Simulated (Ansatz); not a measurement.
# Si3Ge: the cost of one run

Computed with Ansatz 0.2.0 (DFT PBE, scalar-relativistic, plane waves, PAW, unless a step's input says otherwise).

### 1 The starting structure

The structure is orthorhombic, space group Pmm2 (No. 25). Conventional cell: a = 2.848 Å, b = 4.619 Å, c = 4.932 Å, α = 90.00°, β = 90.00°, γ = 90.00°. Si (site symmetry mm2) has 8 Si at 2.83 to 2.85 Å and 4 Ge at 2.85 Å as nearest neighbours. Si (site symmetry mm2) has 4 Ge at 2.83 Å and 8 Si at 2.83 to 2.85 Å as nearest neighbours. Around Si (site symmetry mm2) lie 10 Si at 2.83 to 2.85 Å and 2 Ge at 2.83 Å. Around Ge (site symmetry mm2) lie 10 Si at 2.83 to 2.85 Å and 2 Ge at 2.85 Å.

Structure file:

```
Si Ge
1.0
     2.84772    0.00000    0.00000
     0.00000    4.61854    0.00000
     0.00000    0.00000    4.93240
Si Ge
3 1
Direct
  0.50000 0.00000 0.83333
  0.50000 0.50000 0.16667
  0.00000 0.50000 0.66667
  0.00000 0.00000 0.33333
```

The start is an ordering of an alloy on its end members' structure types: elements ordered on the sites of the Ir type, Si/Ge on Ir (Pmm2, No. 25).

### 2 Probe: one point on a coarse mesh

The input, input.yaml:

```yaml
crystal:
  lattice:
    - [2.84772084, 0.0, 0.0]
    - [0.0, 4.61854256, 0.0]
    - [0.0, 0.0, 4.93239718]
  atoms:
    - { symbol: Si, position: [0.5, 0.0, 0.83333333] }
    - { symbol: Si, position: [0.5, 0.5, 0.16666667] }
    - { symbol: Si, position: [0.0, 0.5, 0.66666667] }
    - { symbol: Ge, position: [0.0, 0.0, 0.33333333] }
basis:
  ecutwfc: 420
kpoints:
  mp_grid: { grid: [6, 4, 4] }
hamiltonian:
  xc: pbe
scf:
  occupations: { method: gaussian, width: 0.1 }
  lower_state_search: "off"
output:
  forces: true
  stress: true
  eigenvalues: true
```

Launch:

```sh
ansatz run input.yaml --threads 1 --pin off --max-ram 2560MiB --backend cpu --events-out ev --progress --plain --runs-dir out
```

What time and memory should one allow on 1 thread of Intel Xeon Platinum 8259CL at 2.50GHz (Skylake/Cascade Lake), shared host?

About 5.1 s, with a peak of 0.42 GiB.
